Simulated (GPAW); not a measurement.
GaGe:

```
CELL_PARAMETERS angstrom
0.00000 2.89784 2.89784
2.89784 0.00000 2.89784
2.89784 2.89784 0.00000
ATOMIC_POSITIONS crystal
Ge 0.00000 0.00000 0.00000
Ga 0.25000 0.25000 0.25000
```

The cell comes from a database or a generator and needn't be the stable form of this composition.

- Program: GPAW 26.7.0
- Task: single point
- Functional: PBEsol
- Potentials or basis: PAW data sets generated in the run's folder for this functional
- Cutoff: 600 eV
- Basis: pw
- k mesh: 8 × 8 × 8
- Occupations: fermi-dirac, width 0.05 eV
- Spin: no spin polarisation

On this cell: pressure -1.8 GPa; largest force zero by symmetry; band gap on the k mesh none (metal or under the smearing width).

The same run follows on a disturbed copy (atoms moved at random, drawn with an rms of 0.05 Å):

```
Ge Ga
1.0
     0.00000    2.89784    2.89784
     2.89784    0.00000    2.89784
     2.89784    2.89784    0.00000
Ge Ga
1 1
Cartesian
  0.0437 0.0525 -0.0507
  1.4805 1.4612 1.4101
```

Task: What does the disturbed cell give?

Result: The energy (extrapolated to zero smearing) moves by +2.3 meV/atom; pressure -1.7 GPa; largest force 0.214 eV/Å; band gap on the k mesh none (metal or under the smearing width).

Forces on the atoms (eV/Å):
```
Ge  -0.052 -0.202  0.050
Ga   0.052  0.202 -0.050
```

Stress tensor (GPa, compression positive):
```
-1.70 -0.30  1.09
-0.30 -1.82  0.30
 1.09  0.30 -1.70
```
